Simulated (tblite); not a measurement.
# GeH6OSSi2: the cost of one run

Programs: tblite 0.8.0 and PySCF 2.14.0. All values are calculated, for the isolated system unless a continuum is named. Atoms count from 0, parts from 1.

### Step 1. Starting point

11 atoms, charge 0, multiplicity 3; geometry: distance geometry start.

### Step 2. Relaxing the cluster with GFN2-xTB

Job settings and geometry (Å):

```
{"job": {"kind": "relax", "xc": "GFN2-xTB", "basis": "xTB"}, "charge": 0, "multiplicity": 3}
Ge    -0.429737     0.718127     2.132008
O     -0.736333     2.512394     1.866876
Si    -0.203979     3.462529     0.459563
S     -0.224719    -1.544306     2.097969
Si     0.489178    -2.680678     0.415406
H     -0.513135     4.817480     0.634235
H     -0.865332     2.954584    -0.713157
H      1.191864     3.314205     0.302235
H     -0.493293    -2.765181    -0.583330
H      1.664057    -2.074083    -0.122644
H      0.828647    -3.994280     0.859449
```

Level: GFN2-xTB geometry optimisation, gas phase.

The run is started by

```sh
OMP_NUM_THREADS=1 python cluster_run.py task.json out
```

One launch serves the whole session: the jobs run in the order shown.

Q: Estimate the wall time of this first job on 1 thread of Arm Neoverse V1, shared host.

About 5.2 s.
